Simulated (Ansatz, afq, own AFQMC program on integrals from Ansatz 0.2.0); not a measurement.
# The zirconium atom (triplet): quantum Monte Carlo beside coupled cluster, def2-TZVPP, part 2 of 2

Ansatz 0.2.0, Gaussian basis, and an in-house AFQMC program (afq) on its integrals; all values are calculated; def2-TZVPP, frozen cores. Earlier steps stand in the parts before.

## (14) Phaseless AFQMC, CISD trial on UHF

It reads the integrals that the CCSD(T) run on this determinant wrote.

Launch:

```console
afq ham --method phaseless --trial cisd --walkers 4000 --populations 20 --least-time 60 --time-step 0.005 --steps-per-block 50 --equilibration-blocks 40 --max-blocks 4000 --target-error 0.00012 --factor-cut 1e-05 --start spin_pure --seed 1189 --release-times 0.24,0.6,1.2,2,3,4.2 --release-step 0.04 --release-every 3 --taylor-order 6
```

Standard output:

```text
orbitals 52  electrons 3 1  factors 371 of 372
reference energy -46.44454942 Eh
CCSD correlation -0.05707657 Eh in 12 cycles, weight of the determinant in the CISD state 0.9052
energy of the start -46.501604 Eh
 block  time / (1/Eh)  mean weight  energy / Eh
     1     0.250  1.0000  -46.501668
     2     0.500  1.0001  -46.501904
     3     0.750  1.0000  -46.502209
     4     1.000  1.0001  -46.502463
     5     1.250  0.9999  -46.502728
     6     1.500  1.0000  -46.503034
     7     1.750  0.9999  -46.503252
     8     2.000  0.9999  -46.503415
     9     2.250  1.0000  -46.503566
    10     2.500  1.0000  -46.503623
    11     2.750  1.0001  -46.503890
    13     3.250  1.0000  -46.504099
    15     3.750  0.9999  -46.504365
    17     4.250  0.9999  -46.504537
    19     4.750  1.0000  -46.504535
    21     5.250  0.9999  -46.504791
    23     5.750  1.0000  -46.504713
    25     6.250  1.0000  -46.504768
    27     6.750  0.9999  -46.504811
    29     7.250  1.0000  -46.504942
    31     7.750  0.9999  -46.504876
    33     8.250  0.9999  -46.504796
    35     8.750  1.0001  -46.505014
    37     9.250  0.9997  -46.505125
    39     9.750  0.9998  -46.504986
    41    10.250  0.9999  -46.504833
    43    10.750  0.9996  -46.504810
    45    11.250  0.9999  -46.504859
    47    11.750  1.0000  -46.504920
    49    12.250  0.9999  -46.504813
    51    12.750  0.9998  -46.504922
    53    13.250  0.9998  -46.505153
    55    13.750  0.9997  -46.505051
    57    14.250  0.9997  -46.504703
    59    14.750  1.0000  -46.504786
    61    15.250  0.9998  -46.504830
    63    15.750  1.0001  -46.505285
    65    16.250  0.9995  -46.504842
    67    16.750  1.0003  -46.504901
    69    17.250  0.9999  -46.504743
    71    17.750  1.0001  -46.504656
    73    18.250  1.0002  -46.504404
    75    18.750  1.0002  -46.504711
    77    19.250  0.9998  -46.504707
    79    19.750  0.9998  -46.506665
    81    20.250  1.0003  -46.504812
    83    20.750  0.9999  -46.504593
    85    21.250  1.0001  -46.504297
    87    21.750  0.9998  -46.504367
    89    22.250  1.0000  -46.504519
error from the spread of 20 populations
released: time / (1/Eh)  energy / Eh  error  mean overlap
  0.24  -46.504861  0.000048  0.9994
  0.60  -46.505052  0.000055  0.9984
  1.20  -46.505252  0.000034  0.9968
  2.00  -46.505321  0.000056  0.9969
  3.00  -46.505485  0.000074  0.9952
  4.20  -46.505379  0.000217  0.9983
energy -46.504808 +/- 0.000074 Eh
```

Wall time 35 s (1 × NVIDIA H100 80GB HBM3 with 2 threads of AMD EPYC 7R13 (Zen 3), shared host); peak host memory 1.6 GiB.

Energy -1265.4603 ± 0.0020 eV. Caveats: constraint bias not in the error.

## (15) Phaseless AFQMC, single-determinant trial on UHF

It reads the integrals that the CCSD(T) run on this determinant wrote.

Launch:

```console
afq ham --method phaseless --trial hf --walkers 4000 --populations 20 --least-time 40 --time-step 0.005 --steps-per-block 20 --equilibration-blocks 160 --max-blocks 4000 --target-error 0.0006000000000000001 --factor-cut 1e-05 --start spin_pure --seed 544 --taylor-order 6
```

Standard output:

```text
orbitals 52  electrons 3 1  factors 371 of 372
reference energy -46.44454942 Eh
CCSD correlation -0.05707657 Eh in 12 cycles, weight of the determinant in the CISD state 0.9052
energy of the start -46.444616 Eh
 block  time / (1/Eh)  mean weight  energy / Eh
     1     0.100  1.0001  -46.450271
     2     0.200  1.0002  -46.455179
     3     0.300  1.0003  -46.459249
     4     0.400  1.0002  -46.462960
     5     0.500  1.0001  -46.465989
     6     0.600  1.0001  -46.468715
     7     0.700  1.0001  -46.470960
     8     0.800  1.0002  -46.473169
     9     0.900  1.0001  -46.475066
    10     1.000  1.0002  -46.476860
    13     1.300  1.0001  -46.480775
    19     1.900  1.0000  -46.486452
    25     2.500  1.0001  -46.490414
    31     3.100  1.0000  -46.493345
    37     3.700  0.9999  -46.495688
    43     4.300  0.9999  -46.498101
    49     4.900  0.9998  -46.498506
    55     5.500  1.0000  -46.501049
    61     6.100  1.0000  -46.499678
    67     6.700  1.0001  -46.500519
    73     7.300  1.0000  -46.503051
    79     7.900  1.0001  -46.499817
    85     8.500  0.9999  -46.502740
    91     9.100  0.9995  -46.504044
    97     9.700  1.0001  -46.502779
   103    10.300  0.9998  -46.503504
   109    10.900  1.0000  -46.503173
   115    11.500  1.0001  -46.504775
   121    12.100  1.0000  -46.501775
   127    12.700  1.0001  -46.502148
   133    13.300  1.0001  -46.502105
   139    13.900  1.0000  -46.499501
   145    14.500  1.0001  -46.499926
   151    15.100  0.9998  -46.499535
   157    15.700  1.0000  -46.499000
   163    16.300  1.0000  -46.499674
   169    16.900  1.0000  -46.500053
   175    17.500  1.0001  -46.502350
   181    18.100  1.0000  -46.502427
   187    18.700  0.9997  -46.501968
   193    19.300  0.9999  -46.502102
   199    19.900  1.0001  -46.498919
   205    20.500  1.0000  -46.500360
   211    21.100  1.0001  -46.500945
   217    21.700  1.0000  -46.499307
   223    22.300  0.9999  -46.497366
   229    22.900  1.0001  -46.499799
   235    23.500  1.0000  -46.499437
error from the spread of 20 populations
energy -46.500332 +/- 0.000583 Eh
```

It took 18 s on 1 × NVIDIA H100 80GB HBM3 with 2 threads of AMD EPYC 7R13 (Zen 3), shared host; peak host memory 1.6 GiB.

Energy -1265.3385 ± 0.0159 eV. Caveats: constraint bias not in the error.

## (16) Free-projection AFQMC, CISD trial on UHF

It reads the integrals that the CCSD(T) run on this determinant wrote.

Launch:

```console
afq ham --method free --trial cisd --walkers 4000 --time-step 0.03 --max-blocks 4000 --target-error 0.00024 --factor-cut 1e-05 --seed 7939 --times 0,0.3,0.6,1.2,1.8,2.4,3.6,4.8,6 --taylor-order 8
```

Standard output:

```text
orbitals 52  electrons 3 1  factors 371 of 372
reference energy -46.44454942 Eh
CCSD correlation -0.05707657 Eh in 12 cycles, weight of the determinant in the CISD state 0.9052
repeat  energy at the last time / Eh  error
    10  -46.505617  0.000045
    20  -46.505590  0.000032
    30  -46.505581  0.000028
time / (1/Eh)  energy / Eh  error  mean overlap
  0.00  -46.501628  0.000001  1.1046
  0.30  -46.502903  0.000005  1.1047
  0.60  -46.503638  0.000006  1.1053
  1.20  -46.504413  0.000009  1.1050
  1.80  -46.504816  0.000013  1.1047
  2.40  -46.505036  0.000013  1.1063
  3.60  -46.505314  0.000015  1.1090
  4.80  -46.505472  0.000019  1.1120
  6.00  -46.505570  0.000029  1.1134
energy -46.505570 +/- 0.000029 Eh
```

Wall time 34 s (1 × NVIDIA H100 80GB HBM3 with 2 threads of AMD EPYC 7R13 (Zen 3), shared host); peak host memory 1.6 GiB.

Energy -1265.4810 ± 0.0008 eV. The run doesn't count as converged. Caveats: remainder of the start not in the error; start not forgotten.

## (17) AFQMC on the ladder

The full CI on restricted orbitals is not used as the yardstick for these unrestricted rows.

On the UHF determinant, counted from CCSDT(Q) (a yardstick, not exact):

```csv
level,energy (eV),from CCSDT(Q) (kcal/mol),statistical error (kcal/mol),time
HF,-1263.8206,+38.46,,
MP2,-1265.0369,+10.41,,
CCSD,-1265.3737,+2.64,,
CCSD(T),-1265.4538,+0.79,,
CCSDT(Q),-1265.4882,0.00,,
"Phaseless AFQMC, CISD trial, step 0.005, 4000 walkers",-1265.4603,+0.64,0.05,35 s
"Phaseless AFQMC, single-determinant trial, step 0.005, 4000 walkers",-1265.3385,+3.45,0.37,18 s
```

The functionals' totals stand on their own zeros and serve differences with other points: PBE -1276.249 eV; r2SCAN -1276.653 eV; PBE0 -1275.753 eV; B3LYP -1276.745 eV; wB97M-V -1273.972 eV; B2PLYP -1272.045 eV.

## (18) Outcome

This closing draws on all 2 parts.

```
                                                      quantity                  value
                                  CCSD(T) on UHF from CCSDT(Q)         +0.79 kcal/mol
              Phaseless AFQMC, CISD trial on UHF from CCSDT(Q)  +0.64 ± 0.05 kcal/mol
Phaseless AFQMC, single-determinant trial on UHF from CCSDT(Q)  +3.45 ± 0.37 kcal/mol
```

What this shows: On UHF the phaseless walk with the CISD trial lies +0.64 kcal/mol from CCSDT(Q), 14 times its error bar. A single-determinant trial moves the result by +2.81 kcal/mol. Error bars are statistical and leave out the constraint, the time step and what remains of the start. Zr carries a core potential, and spin-orbit coupling is left out.
